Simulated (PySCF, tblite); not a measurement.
# C₅H₄ClO+: excited states, first hyperpolarisability

Aim: compute the excited states, first hyperpolarisability of C₅H₄ClO+ (`Clc1cccc[o+]1`).

Computed with tblite 0.8.0 and PySCF 2.14.0 and routines of our own; the level stands in each step. Atoms count from 0.

## (1) The starting structure

11 atoms, charge 1, multiplicity 1; geometry from: force field or distance geometry start.

## (2) Relaxing the molecule with GFN2-xTB

What the job is given:

```
{"job": {"kind": "relax", "xc": "GFN2-xTB", "basis": "xTB"}, "charge": 1, "multiplicity": 1}
Cl     3.098800    -0.674700    -0.180100
C      1.391700    -0.406200    -0.095300
C      0.902900     0.876800    -0.013600
C     -0.474900     1.108000     0.050500
C     -1.342800     0.016600     0.073500
C     -0.862800    -1.282400    -0.004500
O      0.535000    -1.533200    -0.084000
H      1.583700     1.731300    -0.018500
H     -0.859200     2.114400     0.113900
H     -2.420600     0.181400     0.129900
H     -1.546500    -2.129300     0.002300
```

Command:

```
OMP_NUM_THREADS=1 python excited_run.py task.json out
```

This one command runs all jobs of the session in turn.

What it wrote:

```text
step      E/eV     max force
  0    -567.80016    3.406
  1    -568.07839    1.259
  2    -568.16799    1.119
  3    -568.22219    0.739
  4    -568.27124    0.465
  5    -568.28796    0.404
  6    -568.30723    0.434
  7    -568.31801    0.341
  8    -568.32366    0.230
  9    -568.32526    0.082
 10    -568.32605    0.107
 11    -568.32666    0.078
 12    -568.32710    0.068
 13    -568.32746    0.055
 14    -568.32770    0.036
 15    -568.32779    0.024
 16    -568.32782    0.016
 17    -568.32783    0.013
 18    -568.32784    0.009
```

Run time: 0.1 s. Hardware: 1 thread of Arm Neoverse V1, shared host.

The steps of the relaxation:

```csv
step,energy from step 0 (eV),largest force (eV/Å)
0,0.0000,3.4057
1,-0.2782,1.2594
2,-0.3678,1.1190
3,-0.4220,0.7388
4,-0.4711,0.4646
5,-0.4878,0.4037
6,-0.5071,0.4344
7,-0.5178,0.3415
8,-0.5235,0.2297
9,-0.5251,0.0821
10,-0.5259,0.1072
11,-0.5265,0.0777
12,-0.5269,0.0677
13,-0.5273,0.0551
14,-0.5275,0.0356
15,-0.5276,0.0240
16,-0.5277,0.0158
17,-0.5277,0.0130
18,-0.5277,0.0086
```

Distances of close pairs at the start and the end, largest changes first:

```csv
bond,before (Å),after (Å),change (Å)
C5–O6,1.422,1.319,-0.103
C1–O6,1.416,1.320,-0.096
Cl0–C1,1.730,1.683,-0.047
C1–C2,1.375,1.395,+0.020
C4–C5,1.387,1.370,-0.017
C2–C3,1.399,1.384,-0.014
C2–H7,1.093,1.079,-0.014
C4–H9,1.092,1.078,-0.013
```

The final coordinates are the input of the step that follows.

## (3) Harmonic vibrations with GFN2-xTB

What the job is given:

```
{"job": {"kind": "ir", "xc": "GFN2-xTB", "basis": "xTB"}, "charge": 1, "multiplicity": 1}
Cl     2.974076    -0.833049    -0.182058
C      1.348525    -0.405989    -0.085341
C      0.884504     0.907871    -0.015662
C     -0.481134     1.120884     0.060831
C     -1.351367     0.019997     0.067545
C     -0.799802    -1.232207    -0.004877
O      0.503879    -1.419867    -0.078377
H      1.589201     1.724915    -0.022376
H     -0.873553     2.126534     0.115029
H     -2.420477     0.148471     0.127476
H     -1.368429    -2.154888    -0.008152
```

What it wrote:

```text
mode    cm-1     km/mol
  1     157.9      0.42
  2     277.5      0.43
  3     343.5      0.89
  4     414.5      0.08
  5     443.1      8.75
  6     580.2      1.48
  7     686.3      2.23
  8     714.4      6.16
  9     777.6     62.40
 10     887.0      0.34
 11     915.5      0.00
 12     944.4      0.35
 13     963.9     26.65
 14    1053.1     32.32
 15    1061.4      5.76
 16    1110.8     26.07
 17    1146.9      1.88
 18    1189.2      5.84
 19    1218.4      1.48
 20    1340.0      2.93
 21    1376.4    204.23
 22    1484.8     40.41
 23    1544.7    110.47
 24    3058.9     42.60
 25    3087.4      8.61
 26    3107.2     35.05
 27    3116.1     39.92
```

Wall time 0.27 s (1 thread of Arm Neoverse V1, shared host).

Which atoms move in the most intense modes:

```csv
cm⁻¹,km/mol,atoms
778,62.4,"H9 27 %, H8 19 %, H10 18 %, H7 15 %"
1053,32.3,"C1 36 %, H7 26 %"
1376,204.2,"C2 36 %, C5 15 %, C4 13 %, C1 13 %"
1485,40.4,"C3 48 %, C4 21 %, C2 11 %"
1545,110.5,"C5 26 %, C4 26 %, C2 22 %, C3 10 %"
3059,42.6,H10 91 %
3107,35.0,H7 86 %
3116,39.9,H9 88 %
```

## (4) Excited states: TDA wB97X-D/def2-SVPD

The job, as its differences from that of step 3:

```diff
@@ -1,2 +1,2 @@
-{"job": {"kind": "ir", "xc": "GFN2-xTB", "basis": "xTB"}, "charge": 1, "multiplicity": 1}
+{"job": {"kind": "states", "xc": "wB97X-D", "basis": "def2-SVPD", "tda": true, "soc": true, "nstates": 6, "ntriplets": 5, "nquad": 4}, "charge": 1, "multiplicity": 1}
 Cl     2.974076    -0.833049    -0.182058
```

Method: TDA wB97X-D/def2-SVPD excited states, vertical, gas phase, spin-orbit mean-field couplings.

What it wrote:

```text
coarse grid: 10624 points
cycle   1  E = -727.4321632873  dE =  1.957e+00  |g| = 6.356e-01  |ddm| = 7.361e+00
cycle   2  E = -727.4406302584  dE = -8.467e-03  |g| = 6.929e-01  |ddm| = 3.656e+00
cycle   3  E = -727.5446099933  dE = -1.040e-01  |g| = 6.734e-02  |ddm| = 2.179e+00
cycle   4  E = -727.5455423943  dE = -9.324e-04  |g| = 3.782e-02  |ddm| = 3.017e-01
cycle   5  E = -727.5459087991  dE = -3.664e-04  |g| = 8.771e-03  |ddm| = 1.361e-01
cycle   6  E = -727.5459260975  dE = -1.730e-05  |g| = 3.167e-03  |ddm| = 2.403e-02
cycle   7  E = -727.5459287682  dE = -2.671e-06  |g| = 1.323e-03  |ddm| = 1.332e-02
final grid: 100488 points
cycle   8  E = -727.6416689797  dE = -8.030e-05  |g| = 4.033e-03  |ddm| = 2.086e-01
cycle   9  E = -727.6416711444  dE = -2.165e-06  |g| = 3.213e-03  |ddm| = 3.565e-02
cycle  10  E = -727.6416733130  dE = -2.169e-06  |g| = 6.526e-04  |ddm| = 6.830e-03
cycle  11  E = -727.6416733957  dE = -8.270e-08  |g| = 4.043e-04  |ddm| = 3.991e-03
cycle  12  E = -727.6416734343  dE = -3.856e-08  |g| = 4.553e-05  |ddm| = 1.102e-03
cycle  13  E = -727.6416734355  dE = -1.162e-09  |g| = 2.537e-05  |ddm| = 2.370e-04
cycle  14  E = -727.6416734358  dE = -2.981e-10  |g| = 1.171e-05  |ddm| = 1.044e-04
converged SCF energy = -727.6416734358

Singlet excitations
state   eV       nm        f     d(h-e)  d(exc)  Lambda  PR(NTO)  |dmu|/D   mu/D   main configurations
  1   5.0318   246.4   0.31462   0.679   2.820   0.684   1.161    1.697    2.865   H->L 0.93
  2   5.7228   216.6   0.00013   2.134   3.177   0.288   1.009    5.994    1.678   H-1->L 0.91
  3   6.3737   194.5   0.03491   0.285   2.894   0.796   1.889    0.734    3.959   H->L+1 0.64, H-2->L 0.33
  4   6.5072   190.5   0.00261   0.158   2.610   0.530   1.048    0.189    4.430   H-4->L 0.96
  5   7.2247   171.6   0.21134   1.123   2.820   0.707   1.538                     H-3->L 0.52, H-2->L 0.25
  6   7.3599   168.5   0.00012   0.467   2.685   0.424   1.105                     H-5->L 0.93

Triplet excitations (Tamm-Dancoff)
state   eV     d(h-e)  d(exc)  Lambda  PR(NTO)   main configurations
  1   3.2795   0.264   2.657   0.690   1.016   H->L 0.95
  2   4.4568   0.308   2.551   0.812   1.075   H->L+1 0.91
  3   4.8072   0.439   2.369   0.754   1.013   H-2->L 0.94
  4   5.5684   1.930   3.114   0.299   1.022   H-1->L 0.86
  5   6.1146   0.292   2.610   0.518   1.080   H-4->L 0.90
S1 - T1 = 1.7523 eV

Spin-orbit couplings |<S|Hso|T>| (cm-1)
             T1       T2       T3       T4       T5
S0        0.079    0.753    0.217  111.338   35.064
S1        0.014    0.128    0.131  141.092   64.287
S2      111.114   46.340   18.420    6.486   51.393
S3        0.296    0.156    0.064   19.933   20.366
S4       36.842   19.640   12.565   50.712    5.846
S5        0.182    0.114    0.182  183.579   82.969
S6       29.764   20.829    8.359   68.526    5.326
T1 sublevels (cm-1): 0.000 0.026 0.055   radiative rates (1/s): 0.57 0.00469 0.227
```

Wall time 31 s (1 thread of Arm Neoverse V1, shared host); peak memory 0.7 GiB.

In short:

```csv
quantity,value
S1 less T1,1.75 eV
```

The fields below are evaluated on a grid from the run's orbitals.

Frontier orbitals at wB97X-D/def2-SVPD, with the share of their density that lies nearest to each atom:

```csv
orbital,energy (eV),lies on
HOMO,-15.06,"Cl0 32 %; C2, C4, C5 about 16 % each; C1 11 %"
LUMO,-6.30,"C1, C3 about 24 % each; C5 15 %; O6 15 %"
```

ELF in a plane through or near 11 of the atoms.

Ten even steps from '0' (0.00) to '9' (1.00):
```
0000000000000000000000000000
0000000000000000000000000000
0000000000000000000000000000
0000000000000068720000000000
0000000012000699991000000000
0000000699600699981000000000
0000004999953589930010000000
0000001799956761632688200000
0000000037292848958999800000
0001453104865437377999900000
0014788754244016865777200000
0024882277526544474000000000
0013747747376282568400000000
0001584483077673799950000000
0000378872068831699971000000
0000146650025510199930000000
0000000000000000010000000000
0000000000000000000000000000
0000000000000000000000000000
0000000000000000000000000000
```
The map spans 10.9 Å across and 9.6 Å up, centred on the molecule. Atoms in the plane (x, y in Å): Cl0 (-2.8, -1.2), C1 (-1.3, -0.6), C2 (-1.0, 0.8), C3 (0.3, 1.2), C4 (1.3, 0.2), C5 (1.0, -1.1), O6 (-0.3, -1.5), H7 (-1.8, 1.5), H8 (0.6, 2.2), H9 (2.4, 0.5), H10 (1.6, -2.0).

On the surface of density 0.002 e/bohr³ the electrostatic potential runs, from the 1st to the 99th percentile, from 3.64 V near Cl0 to 5.75 V near O6.

## (5) First hyperpolarisability: quadratic response LC-wPBE/def2-SVPD

The job, as its differences from that of step 4:

```diff
@@ -1,2 +1,2 @@
-{"job": {"kind": "states", "xc": "wB97X-D", "basis": "def2-SVPD", "tda": true, "soc": true, "nstates": 6, "ntriplets": 5, "nquad": 4}, "charge": 1, "multiplicity": 1}
+{"job": {"kind": "beta", "xc": "LC-wPBE", "basis": "def2-SVPD", "wavelengths": [1064, 800]}, "charge": 1, "multiplicity": 1}
 Cl     2.974076    -0.833049    -0.182058
```

With the program's defaults for keys left out, this is: quadratic response LC-wPBE/def2-SVPD first hyperpolarisability, Taylor convention, gas phase.

What it wrote:

```text
coarse grid: 10624 points
cycle   1  E = -727.1626837210  dE =  2.138e+00  |g| = 6.959e-01  |ddm| = 7.769e+00
cycle   2  E = -727.2075222468  dE = -4.484e-02  |g| = 6.609e-01  |ddm| = 3.812e+00
cycle   3  E = -727.3006397999  dE = -9.312e-02  |g| = 7.315e-02  |ddm| = 2.307e+00
cycle   4  E = -727.3019156611  dE = -1.276e-03  |g| = 3.546e-02  |ddm| = 3.163e-01
cycle   5  E = -727.3022513193  dE = -3.357e-04  |g| = 7.365e-03  |ddm| = 1.204e-01
cycle   6  E = -727.3022688785  dE = -1.756e-05  |g| = 2.257e-03  |ddm| = 2.930e-02
cycle   7  E = -727.3022713964  dE = -2.518e-06  |g| = 1.115e-03  |ddm| = 1.152e-02
final grid: 100488 points
cycle   8  E = -727.4219436102  dE = -2.358e-05  |g| = 3.868e-03  |ddm| = 1.294e-01
cycle   9  E = -727.4219440212  dE = -4.111e-07  |g| = 3.932e-03  |ddm| = 2.981e-02
cycle  10  E = -727.4219468875  dE = -2.866e-06  |g| = 4.643e-04  |ddm| = 6.972e-03
cycle  11  E = -727.4219469314  dE = -4.396e-08  |g| = 1.474e-04  |ddm| = 1.515e-03
cycle  12  E = -727.4219469380  dE = -6.617e-09  |g| = 3.843e-05  |ddm| = 8.764e-04
cycle  13  E = -727.4219469386  dE = -5.721e-10  |g| = 1.510e-05  |ddm| = 1.384e-04
converged SCF energy = -727.4219469386

Lowest singlets (eV, f): 4.7960 0.2261  6.1156 0.0005  6.4502 0.0374

First hyperpolarisability (au)
process     nm      |vector|   parallel      HRS      DR
static         -      258.79    -154.81     115.71   4.002
shg       1064.0      344.79    -205.96     152.67   4.189
eope      1064.0      282.75    -169.08          -       -
shg        800.0      455.49    -271.64      200.1   4.354
eope       800.0      303.99    -181.71          -       -
```

It took 36 s on 1 thread of Arm Neoverse V1, shared host; peak memory 0.71 GiB.

## (6) Outcome

| quantity | value |
| --- | --- |
| strongest single infrared mode (GFN2-xTB) | 1376 cm⁻¹, 204 km/mol |
| zero-point energy (GFN2-xTB) | 47.2 kcal/mol |
| S1 less T1 (step 4, TDA wB97X-D/def2-SVPD) | 1.75 eV |
| β vector (step 5, quadratic response LC-wPBE/def2-SVPD) | static 259, SHG 1064.0 nm 345, SHG 800.0 nm 455 au |

No mode is imaginary among the 27: a minimum at this level. The strongest single mode, at 1376 cm⁻¹, has its largest shares on C2, C5, C4 and C1 (the list is cut at 4 atoms). GFN2-xTB is a fitted tight-binding method: band positions and strengths are rough. Its intensities can rank the bands wrongly. In step 4, the number of triplets below S1 is 3, and the largest singlet-triplet spin-orbit coupling is S5–T4, 183.58 cm⁻¹. At wB97X-D/def2-SVPD, counted by nearest atom on the grid, the HOMO lies on Cl0 32 %; C2, C4, C5 about 16 % each, the LUMO on C1, C3 about 24 % each; C5 15 %. β grows from 259 au (static) to 455 au for doubling at 800.0 nm: normal dispersion, which grows as twice the photon energy moves toward the bright states.
